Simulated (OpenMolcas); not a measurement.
# Re⁵⁺ among point charges: CASSCF and CASPT2 levels and susceptibility

How does a field of 8 point charges split the states of Re⁵⁺, and what χT follows?

The numbers are computed with OpenMolcas 26.06 (state-averaged CASSCF and CASPT2, spin-orbit coupling by RASSI with atomic mean-field integrals), except any that are marked as measured or tabulated.

## Step 1: What is computed

| Item | Value |
| --- | --- |
| Species | Re⁵⁺ (rhenium, Z = 75, 70 electrons) |
| Basis | ANO-RCC-VTZP [8s7p5d3f2g1h], 104 functions |
| Scalar Hamiltonian | DKH2, point nucleus |
| Inactive shells | 1s 2s 2p 3s 3p 3d 4s 4p 4d 4f 5s 5p |
| Active space | 2 electrons in 5 orbitals (5d) |
| Some configurations of this space | 5d2 |
| Orbitals | optimised for each spin and parity, averaged over all roots |

Outer shells as boxes (Hund's rule):

5d2
```
5d [↑ ][↑ ][  ][  ][  ]
```

The ion sits among 8 point charges of -0.96 e arranged as a cube (Oh), 2.19 Å from the ion.

Each step is its own input file, run in one work folder so that later steps find the files of earlier ones. Labels, J, g values, rates, χT and fits are worked out afterwards by a script from the matrices that RASSI stores. The input lists half of the charges; inversion (Group=XYZ) makes the rest.

## Step 2: One- and two-electron integrals

a.inp reads:

```
&GATEWAY
Coord
1

Re 0.0 0.0 0.0
Basis=ANO-RCC-VTZP
Group=XYZ
NoMove
AngMom=0.0 0.0 0.0
AMFI
XField
4 Angstrom 0
1.264397 1.264397 1.264397 -0.960000
1.264397 1.264397 -1.264397 -0.960000
1.264397 -1.264397 1.264397 -0.960000
1.264397 -1.264397 -1.264397 -0.960000
&SEWARD
```

Started as:

```
$ OMP_NUM_THREADS=1 MOLCAS_MEM=1689 MOLCAS_PROJECT=a pymolcas a.inp > a.log
```

## Step 3: Reference wave functions, triplets of even parity, 10 roots

a.inp reads:

```
&RASSCF
FileOrb=start.orb
Symmetry=1
Spin=3
nActEl=2 0 0
Inactive=15 19
Ras2=5 0
CIRoot=10 10 1
SDav=10
CIMx=300
Iter=120 100
PrWF=0.3
OrbListing=Nothing
MaxOrb=0
>>> COPY $Project.JobIph JOB001
```

start.orb holds the contracted functions of the basis, ordered by shell, or the orbitals of the step before.

## Step 4: CASSCF: singlets of even parity, 15 roots

a.inp reads:

```
&RASSCF
FileOrb=start.orb
Symmetry=1
Spin=1
nActEl=2 0 0
Inactive=15 19
Ras2=5 0
CIRoot=15 15 1
SDav=15
CIMx=300
Iter=120 100
PrWF=0.3
OrbListing=Nothing
MaxOrb=0
>>> COPY $Project.JobIph JOB002
```

## Step 5: RASSI: spin-orbit coupling between the states

a.inp reads:

```
&RASSI
NrOfJobIphs=2 10 15
1 2 3 4 5 6 7 8 9 10
1 2 3 4 5 6 7 8 9 10 11 12 13 14 15
IphNames
JOB001
JOB002
EJob
SpinOrbit
DIPRint=1.0
SOCoupling=1000.0
Subsets=2
Property=9
'ANGMOM' 1 'ANGMOM' 2 'ANGMOM' 3 'MLTPL  1' 1 'MLTPL  1' 2 'MLTPL  1' 3
'AMFI' 1 'AMFI' 2 'AMFI' 3
SOProperty=3
'ANGMOM' 1 'ANGMOM' 2 'ANGMOM' 3
```

## Step 6: CASPT2: IPEA 0.25, imaginary shift 0.1 (closed shells correlated: 5s 5p)

a.inp reads:

```
>>> COPY JOB001 $Project.JobIph
&CASPT2
Multistate=10 1 2 3 4 5 6 7 8 9 10
NoMult
Frozen=14 16
IPEA=0.25
Imaginary=0.1
MaxIter=60
WThr=0.0 0.3 0.05
PrWF=0.5
NoMix
>>> COPY JOB002 $Project.JobIph
&CASPT2
Multistate=15 1 2 3 4 5 6 7 8 9 10 11 12 13 14 15
NoMult
Frozen=14 16
IPEA=0.25
Imaginary=0.1
MaxIter=60
WThr=0.0 0.3 0.05
PrWF=0.5
NoMix
```

(Steps that only read results are left out.)

Q: Predict the outcome of this session. Wanted: spin-free ground state; first state of the same spin within the active space; lowest level; next level.

**Answer**, as computed:

| quantity | value |
| --- | --- |
| method | SS-CASPT2, IPEA 0.25, imaginary shift 0.1 (closed shells correlated: 5s 5p) |
| spin-free ground state | 3A2, 1-fold in its orbital part |
| first state of the same spin within the active space | 3T2 at 2720 cm⁻¹ |
| lowest level | 3-fold T2 |
| next level | 1246.9 cm⁻¹ |
| χT at 300 K | 0.15 cm³ K/mol |
| effective moment at 300 K | 1.09 μB |

Cost by method:

```
                                              method  time of its own steps  time with the reference
                                           A. CASSCF                  7.9 s                    7.9 s
B. SS-CASPT2, IPEA 0.25, imaginary shift 0.1, +5s 5p                  7.9 s                     16 s
```

Times are of one thread on a shared host.

What this shows: The spin-free ground state (3A2) comes to 100 % from free-ion F terms and keeps the highest spin of the shell. χT at 300 K is 0.15, against 1.00 cm³ K/mol for the spin alone, so spin-orbit coupling lowers it. CASPT2 does not keep the components of a term degenerate, and the means are used. The field of point charges can differ much from that of real complexes. This is an electrostatic model: the charges have no orbitals.
